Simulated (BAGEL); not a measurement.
**ROHF/6-31G(d) (density fitting with qzvpp-jkfit, spherical functions) run of C2H5OSi (SMILES [CH2][SiH2]C=O)**

What is the vertical doublet–quartet gap of C2H5OSi at ROHF/6-31G* (density fitting with qzvpp-jkfit, spherical functions)? 

The calculation is run with BAGEL 1.2.2.

**1. Starting point**

C2H5OSi: 9 atoms, total charge 0, spin state doublet. As SMILES, `[CH2][SiH2]C=O`. The coordinates come from a GFN2-xTB relaxation.

Bond lengths: C1–Si2 1.823 Å, Si2–C3 1.945 Å, C3–O4 1.199 Å, C1–H5 1.077 Å, C1–H6 1.077 Å, Si2–H7 1.465 Å, Si2–H8 1.459 Å, C3–H9 1.109 Å. Some angles: C1–Si2–C3 101.4°, Si2–C3–O4 123.8°, C1–Si2–H7 114.4°, C1–Si2–H8 115.1°, C3–Si2–H7 104.5°, C3–Si2–H8 106.7°, Si2–C1–H5 122.1°, Si2–C1–H6 122.6°, Si2–C3–H9 116.0°, O4–C3–H9 120.1°.

**2. The energy at ROHF/6-31G(d) (density fitting with qzvpp-jkfit, spherical functions)**

Input file calc.json:

```json
{ "bagel" : [

{
  "title" : "molecule",
  "basis" : "6-31gs.json",
  "df_basis" : "qzvpp-jkfit",
  "angstrom" : "true",
  "geometry" : [
    { "atom" : "C", "xyz" : [   -0.840950,    1.246430,   -0.234980 ] },
    { "atom" : "Si", "xyz" : [   -0.166810,   -0.109440,    0.780320 ] },
    { "atom" : "C", "xyz" : [    0.929090,   -1.054550,   -0.518910 ] },
    { "atom" : "O", "xyz" : [    0.554850,   -2.011410,   -1.136000 ] },
    { "atom" : "H", "xyz" : [   -1.721380,    1.123830,   -0.842990 ] },
    { "atom" : "H", "xyz" : [   -0.305060,    2.164730,   -0.406880 ] },
    { "atom" : "H", "xyz" : [    0.777440,    0.320550,    1.814680 ] },
    { "atom" : "H", "xyz" : [   -1.153120,   -1.065720,    1.271170 ] },
    { "atom" : "H", "xyz" : [    1.925940,   -0.614400,   -0.726420 ] }
  ]
},
{ "title" : "rohf", "nopen" : 1 },
{ "title" : "print", "file" : "orbitals.molden", "orbitals" : "true" }

]}
```

The basis set 6-31G* is read from a file made from the Basis Set Exchange's data (not shown).

Command:

```console
$ BAGEL_NUM_THREADS=1 BAGEL calc.json > calc.out
```

Log:

```text
* using 1 threads per process

  ===============================================================
  ===============================================================

  *** Geometry ***

  { "atom" : "C", "xyz" : [     -1.589165,      2.355411,     -0.444048 ] },
  { "atom" : "Si", "xyz" : [     -0.315225,     -0.206812,      1.474591 ] },
  { "atom" : "C", "xyz" : [      1.755726,     -1.992811,     -0.980598 ] },
  { "atom" : "O", "xyz" : [      1.048515,     -3.801014,     -2.146729 ] },
  { "atom" : "H", "xyz" : [     -3.252937,      2.123731,     -1.593020 ] },
  { "atom" : "H", "xyz" : [     -0.576480,      4.090747,     -0.768892 ] },
  { "atom" : "H", "xyz" : [      1.469149,      0.605752,      3.429248 ] },
  { "atom" : "H", "xyz" : [     -2.179081,     -2.013919,      2.402163 ] },
  { "atom" : "H", "xyz" : [      3.639499,     -1.161048,     -1.372735 ] },

  Number of auxiliary basis functions:      445

  Since a DF basis is specified, we compute 2- and 3-index integrals:
    o Being stored without compression. Storage requirement is 0.017 GB

  Number of basis functions:       70
  Number of electrons      :       39

    * METHOD: MOLECULE                             0.31

  *** Open-shell HF ***

  === Nuclear Repulsion ===
   146.4129824155

      * DIIS with orbital gradients will be used.

  === ROHF iteration (6-31gs.json) ===
      0       -442.11530939          0.04491580           0.13
      1       -442.22457989          0.03694279           0.12
      2       -442.27528812          0.02918299           0.13
      3       -442.34609909          0.00229136           0.12
      4       -442.34835364          0.00084719           0.12
      5       -442.34882416          0.00034538           0.12
      6       -442.34890506          0.00010521           0.12
      7       -442.34892158          0.00004783           0.13
      8       -442.34892389          0.00002139           0.13
      9       -442.34892372          0.00001136           0.12
     10       -442.34892370          0.00000688           0.13
     11       -442.34892367          0.00000327           0.13
     12       -442.34892374          0.00000129           0.13
     13       -442.34892377          0.00000052           0.13
     14       -442.34892380          0.00000024           0.13
     15       -442.34892381          0.00000013           0.13
     16       -442.34892381          0.00000005           0.13
     17       -442.34892381          0.00000003           0.13
     18       -442.34892381          0.00000002           0.13
     19       -442.34892381          0.00000001           0.13
    * SCF iteration converged.

    * S^2 (ROHF) is 0.7500

    * Permanent dipole moment:
           (   -0.001266,    -1.132424,    -0.531940) a.u.

    * METHOD: ROHF                                 2.71

    * METHOD: PRINT                                0.02

  ===============================================================
```

Wall time 3.3 s (1 thread of Arm Neoverse N1, shared host); peak memory 0.094 GiB.

**3. The quartet**

Edit calc.json of step 2 so:

```diff
@@ -6,3 +6,3 @@
   "df_basis" : "qzvpp-jkfit",
-  "angstrom" : "true",
+  "angstrom" : true,
   "geometry" : [
@@ -19,4 +19,4 @@
 },
-{ "title" : "rohf", "nopen" : 1 },
-{ "title" : "print", "file" : "orbitals.molden", "orbitals" : "true" }
+{ "title" : "rohf", "nopen" : 3 },
+{ "title" : "print", "file" : "orbitals.molden", "orbitals" : true }
```

The basis set 6-31G* is read from a file made from the Basis Set Exchange's data (not shown).

Command:

```console
$ BAGEL_NUM_THREADS=1 BAGEL calc.json > calc.out
```

Log:

```text
* using 1 threads per process

  ===============================================================
  ===============================================================

  *** Geometry ***

  { "atom" : "C", "xyz" : [     -1.589165,      2.355411,     -0.444048 ] },
  { "atom" : "Si", "xyz" : [     -0.315225,     -0.206812,      1.474591 ] },
  { "atom" : "C", "xyz" : [      1.755726,     -1.992811,     -0.980598 ] },
  { "atom" : "O", "xyz" : [      1.048515,     -3.801014,     -2.146729 ] },
  { "atom" : "H", "xyz" : [     -3.252937,      2.123731,     -1.593020 ] },
  { "atom" : "H", "xyz" : [     -0.576480,      4.090747,     -0.768892 ] },
  { "atom" : "H", "xyz" : [      1.469149,      0.605752,      3.429248 ] },
  { "atom" : "H", "xyz" : [     -2.179081,     -2.013919,      2.402163 ] },
  { "atom" : "H", "xyz" : [      3.639499,     -1.161048,     -1.372735 ] },

  Number of auxiliary basis functions:      445

  Since a DF basis is specified, we compute 2- and 3-index integrals:
    o Being stored without compression. Storage requirement is 0.017 GB

  Number of basis functions:       70
  Number of electrons      :       39

    * METHOD: MOLECULE                             0.31

  *** Open-shell HF ***

  === Nuclear Repulsion ===
   146.4129824155

      * DIIS with orbital gradients will be used.

  === ROHF iteration (6-31gs.json) ===
      0       -442.02023455          0.04030970           0.12
      1       -442.12746587          0.03326661           0.12
      2       -442.17019141          0.02612875           0.12
      3       -442.24143293          0.00353642           0.13
      4       -442.24732781          0.00249459           0.12
      5       -442.25202983          0.00173406           0.12
      6       -442.25425954          0.00080300           0.13
      7       -442.25649818          0.00022883           0.12
      8       -442.25612243          0.00011644           0.13
      9       -442.25624719          0.00004770           0.13
     10       -442.25624907          0.00002748           0.13
     11       -442.25625526          0.00001223           0.13
     12       -442.25626135          0.00000483           0.13
     13       -442.25625985          0.00000158           0.12
     14       -442.25625822          0.00000100           0.13
     15       -442.25625831          0.00000066           0.13
     16       -442.25625839          0.00000047           0.13
     17       -442.25625853          0.00000038           0.13
     18       -442.25625853          0.00000025           0.13
     19       -442.25625852          0.00000013           0.12
     20       -442.25625849          0.00000007           0.12
     21       -442.25625849          0.00000004           0.12
     22       -442.25625849          0.00000002           0.12
     23       -442.25625850          0.00000001           0.12
     24       -442.25625850          0.00000001           0.12
    * SCF iteration converged.

    * S^2 (ROHF) is 3.7500

    * Permanent dipole moment:
           (    0.020198,    -0.752201,    -0.214154) a.u.

    * METHOD: ROHF                                 3.33

    * METHOD: PRINT                                0.02

  ===============================================================
```

Run time: 3.9 s. Hardware: 1 thread of Arm Neoverse N1, shared host; peak memory 0.094 GiB.

**4. Outcome**

Level: ROHF/6-31G* (density fitting with qzvpp-jkfit, spherical functions).

```
                                        quantity          value
                           doublet: total energy  -442.34892 Eh
                          doublet: dipole moment         3.18 D
                                   doublet: ⟨S²⟩          0.750
                           quartet: total energy  -442.25626 Eh
                          quartet: dipole moment         1.99 D
                                   quartet: ⟨S²⟩          3.750
vertical energy of the quartet above the doublet       2.522 eV
```

**Reading.** At this shape the quartet lies 2.52 eV (58 kcal/mol) above the doublet.
